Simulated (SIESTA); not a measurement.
Wanted: the native input for a SIESTA 5.4.2 run.

```
Task                : single point
Functional          : PBEsol
Potentials or basis : PseudoDojo 0.4 standard (PBEsol files)
Basis               : DZP (energy shift 0.003 Ry; two zetas on semicore shells)
Grid cutoff         : 800 Ry
Energy shift        : 0.003 Ry
k mesh              : 5 × 9 × 5
Occupations         : fermi-dirac, width 0.05 eV
Spin                : no spin polarisation
```

Crystal: GaSi3C3N.

```
CELL_PARAMETERS angstrom
5.10562 0.00000 0.00000
0.00000 3.11166 0.00000
-0.02340 0.00000 5.39890
ATOMIC_POSITIONS crystal
Ga 0.48740 0.49472 0.84516
Si 0.99785 0.48967 0.16799
Si 0.50243 0.98510 0.32773
Si 0.99010 0.01059 0.66798
N 0.63373 0.00910 0.64833
C 0.12143 0.99622 0.33680
C 0.62942 0.48190 0.17905
C 0.09133 0.49021 0.82618
```

The cell comes from a database or a generator and needn't be the stable form of this composition.

The cell isn't the ideal one: atoms moved at random, drawn with an rms of 0.05 Å.

These files were run (other wordings do the same):

GaSi3C3N.fdf

```
SystemName                      GaSi3C3N
SystemLabel                     GaSi3C3N
NumberOfSpecies                 4
NumberOfAtoms                   8
%block ChemicalSpeciesLabel
  1  31 Ga
  2  14 Si
  3   7 N
  4   6 C
%endblock ChemicalSpeciesLabel

LatticeConstant                 1.0 Ang
%block LatticeVectors
     5.1056240000     0.0000000000     0.0000000000
     0.0000000000     3.1116610000     0.0000000000
    -0.0234040000     0.0000000000     5.3988970000
%endblock LatticeVectors
AtomicCoordinatesFormat         Fractional
%block AtomicCoordinatesAndAtomicSpecies
     0.4874050000     0.4947240000     0.8451560000  1  Ga
     0.9978520000     0.4896710000     0.1679870000  2  Si
     0.5024290000    -0.0148960000     0.3277300000  2  Si
     0.9900960000     0.0105890000     0.6679810000  2  Si
     0.6337340000     0.0090950000     0.6483300000  3  N
     0.1214290000    -0.0037790000     0.3368030000  4  C
     0.6294170000     0.4819000000     0.1790530000  4  C
     0.0913320000     0.4902110000     0.8261800000  4  C
%endblock AtomicCoordinatesAndAtomicSpecies

%block kgrid.MonkhorstPack
    5   0   0  0.0
    0   9   0  0.0
    0   0   5  0.0
%endblock kgrid.MonkhorstPack
XC.Functional                   GGA
XC.Authors                      PBEsol
PAO.BasisSize                   DZP
PAO.EnergyShift                 0.003 Ry
Mesh.Cutoff                     800 Ry
OccupationFunction              FD
ElectronicTemperature           0.05 eV
MaxSCFIterations                120
SCF.MustConverge                false
SCF.Mixer.Method                Pulay
SCF.Mixer.Weight                0.25
SCF.Mixer.History               8
SCF.DM.Tolerance                5.0e-05
SCF.H.Tolerance                 1.0e-03 eV
WriteForces                     true
Charge.Mulliken                 end
%block PAO.Basis
  Ga 4
  n=4 0 2
    6.562 0.000
  n=4 1 2
    9.354 0.000
  n=3 2 2
    3.582 0.000
  n=4 2 1
    9.354
%endblock PAO.Basis
```

Potentials or basis: PseudoDojo 0.4 standard (PBEsol files), DZP (energy shift 0.003 Ry; two zetas on semicore shells).

Command:

```bash
$ siesta GaSi3C3N.fdf > GaSi3C3N.out 2>&1
```

Results of the run:

```json
{
 "Pressure": "-0.6 GPa",
 "Largest force": "1.977 eV/Å",
 "Band gap on the k mesh": "2.59 eV, indirect (least direct gap 3.01 eV)"
}
```

Caveat: an odd mesh through Γ misses points on the zone boundary, where band edges often lie; the basis of atomic orbitals isn't converged, which shifts pressures, moduli and gaps.

Run time: 3.6 min on 1 thread of AMD EPYC 9R45 96-Core Processor (Zen 5), with other jobs on the host, peak memory 0.84 GiB.
